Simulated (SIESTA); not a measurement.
Runs of SIESTA 5.4.2 on Cd2S. Symmetry: P3m1, No. 156, trigonal system. The conventional cell has a = 3.963 Å, b = 3.963 Å, c = 5.809 Å, α = 90.00°, β = 90.00°, γ = 120.00°. Cd (site symmetry 3m) has 1 S at 2.52 Å as nearest neighbours. Cd (site symmetry 3m) is surrounded by 3 S at 2.60 Å. Around S (site symmetry 3m) lie 4 Cd at 2.52 to 2.60 Å. The cell comes from a database or a generator and needn't be the stable form of this composition.

```csv
task,level,potentials or basis,broadening (eV),window to (eV),optical mesh offset,pressure (GPa),largest force (eV/Å)
band structure,PBE,"PseudoDojo 0.4 standard (PBE files), DZP (energy shift 0.003 Ry; two zetas on semicore shells)",-,-,-,-0.6,0.09
band structure,LDA,"PseudoDojo 0.4 standard (LDA files), DZP (energy shift 0.003 Ry; two zetas on semicore shells)",-,-,-,(a),0.17
band structure,PBEsol,"PseudoDojo 0.4 standard (PBEsol files), DZP (energy shift 0.003 Ry; two zetas on semicore shells)",-,-,-,-3.5,0.16
optical spectrum,PBE,"PseudoDojo 0.4 standard (PBE files), DZP (energy shift 0.003 Ry; two zetas on semicore shells)",0.2 eV,40 eV,true,-0.6,0.09
```

Alike in all rows: no spin polarisation; cell as given; k mesh 8 × 8 × 5; smearing fermi-dirac 0.05 eV; grid cutoff 800 Ry; energy shift 0.003 Ry.

Q: Fill in the values left out.

A: (a) -5.4.

Caveats: the basis of atomic orbitals isn't converged, which shifts pressures, moduli and gaps; the basis holds too few empty states to meet the f-sum rule, so the spectrum is short of weight at high energy (some runs); spectra need much finer meshes, so this one isn't converged (some runs); independent-particle spectra lack excitons (some runs).
